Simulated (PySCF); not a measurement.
# C5HBrN2: the cost of one run

Programs: PySCF 2.14.0, with routines of our own; each step states its level. All values are computed. Atoms count from 0.

## 1. The starting structure

9 atoms, charge 0, multiplicity 1; geometry from: GFN2-xTB.

## 2. Optimising the geometry at PBE0-D3(BJ)/def2-SVP

What the job is given:

```
{"job": {"xc": "PBE0", "basis": "def2-SVP", "d3": "d3bj", "grid": 2, "kind": "geom"}, "charge": 0, "multiplicity": 1}
N     -2.757002     1.814724     0.365767
C     -2.124478     0.897869     0.104581
C     -1.362642    -0.248087    -0.221845
C     -0.085787    -0.322822     0.024484
C      1.185781    -0.382532     0.299785
Br     1.819642    -1.087288     1.987006
C      2.201676     0.031174    -0.587799
N      3.039940     0.357843    -1.294551
H     -1.903568    -1.054887    -0.702607
```

Launch:

```bash
$ OMP_NUM_THREADS=1 python excited_run.py task.json out
```

This one command runs all jobs of the session in turn.

**Question.** How long does this first job take on 1 thread of AMD EPYC 7R43, shared host, and how much memory does it need?

About 44 s, with a peak of 0.72 GiB.
